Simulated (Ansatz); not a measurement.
# AlGeH₉O₃Si₂ + H₂: a complex and its separated parts

Aim: how far the complex at one end of a reaction step lies below its separated, relaxed parts, level by level.

Method: PBE0-D4/def2-TZVP structures, single points in def2-TZVPP, no counterpoise correction; program: Ansatz 0.2.0, Gaussian basis.

Levels: SPW92, PBE-D4, BLYP-D4, r2SCAN-D4, B97M-V, PBE0-D4, B3LYP-D4, r2SCAN0-D4, BHLYP-D4, CAM-B3LYP-D4, wB97X-V, wB97M-V, B2PLYP, PBE-QIDH, RPA on PBE, Hartree-Fock, MP2, CCSD, CCSD(T).

Correlated methods freeze the cores. Filled d shells of the heavier atoms are correlated. B3LYP uses VWN-RPA correlation. B2PLYP carries no dispersion term here.

95 further runs of the same task are left out: 1 that didn't finish, 94 set aside as unsound or not needed.

### 1 The system as given

The complex: 18 atoms, charge 0, spin multiplicity 1.

Atoms are counted from 1 here; the program's logs count them from 0.

Bond lengths: Ge1–O4 1.767 Å, Ge1–H10 1.540 Å, Ge1–H11 1.536 Å, Ge1–H12 1.537 Å, H2–H3 0.748 Å, O4–Al5 1.674 Å, Al5–O6 1.670 Å, Al5–O8 1.672 Å, O6–Si7 1.624 Å, Si7–H13 1.487 Å, Si7–H14 1.487 Å, Si7–H15 1.487 Å, O8–Si9 1.621 Å, Si9–H16 1.488 Å, Si9–H17 1.487 Å, Si9–H18 1.487 Å. Angles: O4–Ge1–H10 109.2°, O4–Ge1–H11 107.2°, O4–Ge1–H12 107.4°, H10–Ge1–H11 110.9°, H10–Ge1–H12 110.9°, H11–Ge1–H12 111.1°, Ge1–O4–Al5 142.1°, O4–Al5–O6 119.9°, O4–Al5–O8 120.7°, O6–Al5–O8 119.4°, Al5–O6–Si7 164.0°, O6–Si7–H13 110.5°, O6–Si7–H14 110.4°, O6–Si7–H15 109.6°, H13–Si7–H14 108.8°, H13–Si7–H15 108.7°, H14–Si7–H15 108.8°, Al5–O8–Si9 176.1° and more.

Geometry (Å):

```xyz
18
AlGeH11O3Si2
Ge   -1.5262   -0.9513   -2.3754
H    -1.2517    3.3458   -1.3955
H    -1.1604    2.6036   -1.3900
O    -0.7337    0.0281   -1.1361
Al    0.1926   -0.0956    0.2530
O     0.6810    1.2861    1.0535
Si    0.9299    2.8285    1.4953
O     0.6370   -1.5916    0.8522
Si    1.0154   -3.0880    1.3476
H    -1.3616   -2.4414   -2.0236
H    -3.0094   -0.5516   -2.3917
H    -0.8511   -0.6282   -3.7174
H     1.5955    3.5826    0.3996
H    -0.3623    3.4905    1.8182
H     1.8013    2.8671    2.6993
H     0.4695   -4.0988    0.4015
H     2.4925   -3.2463    1.4132
H     0.4418   -3.3396    2.6962
```

Its parts: AlGeH₉O₃Si₂ holds atoms 1, 4, 5, 6, 7, 8, 9, 10, 11, 12, 13, 14, 15, 16, 17, 18; H₂ holds atoms 2, 3. Each part counts its atoms afresh in its own runs.

### 2 Relaxing AlGeH₉O₃Si₂ alone

relax-a/in.yaml

```yaml
crystal:
  periodic: [false, false, false]
  atoms:
    - {symbol: Ge, position_ang: [-1.526152, -0.951322, -2.375422]}
    - {symbol: O, position_ang: [-0.733716, 0.028140, -1.136059]}
    - {symbol: Al, position_ang: [0.192625, -0.095631, 0.252950]}
    - {symbol: O, position_ang: [0.680984, 1.286141, 1.053534]}
    - {symbol: Si, position_ang: [0.929915, 2.828532, 1.495342]}
    - {symbol: O, position_ang: [0.637028, -1.591643, 0.852192]}
    - {symbol: Si, position_ang: [1.015420, -3.088013, 1.347597]}
    - {symbol: H, position_ang: [-1.361586, -2.441368, -2.023605]}
    - {symbol: H, position_ang: [-3.009412, -0.551616, -2.391727]}
    - {symbol: H, position_ang: [-0.851146, -0.628171, -3.717450]}
    - {symbol: H, position_ang: [1.595461, 3.582645, 0.399590]}
    - {symbol: H, position_ang: [-0.362255, 3.490465, 1.818200]}
    - {symbol: H, position_ang: [1.801289, 2.867118, 2.699341]}
    - {symbol: H, position_ang: [0.469467, -4.098753, 0.401514]}
    - {symbol: H, position_ang: [2.492482, -3.246251, 1.413237]}
    - {symbol: H, position_ang: [0.441843, -3.339558, 2.696236]}
basis:
  gaussian: {orbitals: def2-TZVP}
hamiltonian: {xc: pbe0, dispersion: d4}
relax: {f_tol: 0.005, max_steps: 200}
```

On the command line:

```
$ ansatz run in.yaml --threads 4 --pin off --events-out ev --progress --plain --max-ram 66560MiB --backend cuda --devices 0, --max-vram 37GiB
```

After this run come: Relaxing H₂ alone; SPW92/def2-TZVPP; PBE-D4/def2-TZVPP; BLYP-D4/def2-TZVPP; r2SCAN-D4/def2-TZVPP; B97M-V/def2-TZVPP; PBE0-D4/def2-TZVPP; B3LYP-D4/def2-TZVPP; r2SCAN0-D4/def2-TZVPP; BHLYP-D4/def2-TZVPP; CAM-B3LYP-D4/def2-TZVPP; wB97X-V/def2-TZVPP; wB97M-V/def2-TZVPP; B2PLYP/def2-TZVPP; PBE-QIDH/def2-TZVPP; RPA on PBE/def2-TZVPP; CCSD(T)/def2-TZVPP; Vibrations of AlGeH₉O₃Si₂; Vibrations of H₂.

Q: Predict the outcome of this session. Wanted: complex less parts, CCSD(T)/def2-TZVPP; with zero-point energy; largest T1 diagnostic.

The runs gave:

| quantity | value |
| --- | --- |
| complex less parts, CCSD(T)/def2-TZVPP | -0.040 eV |
| with zero-point energy | +0.014 eV |
| largest T1 diagnostic | 0.012 |

In words: At CCSD(T) the complex lies 0.040 eV below its parts. r2SCAN-D4 is the best functional here (0.000 eV from CCSD(T)); SPW92 is the worst (-0.055 eV). Mean unsigned error by rung: LDA 0.055, GGA 0.015, meta-GGA 0.004, hybrid 0.011, range-separated hybrid 0.010, double hybrid 0.019 eV. PBE-D4 gives a relative energy 0.024 eV too low, an error of 60 % of the reference. The complex's frequency run has imaginary modes: the structure is no minimum, so both the energy and the zero-point correction are in doubt. No counterpoise was applied, and triple zeta lacks some correlation, so the CCSD(T) reference has a basis error of its own, and close matches with it are partly luck.
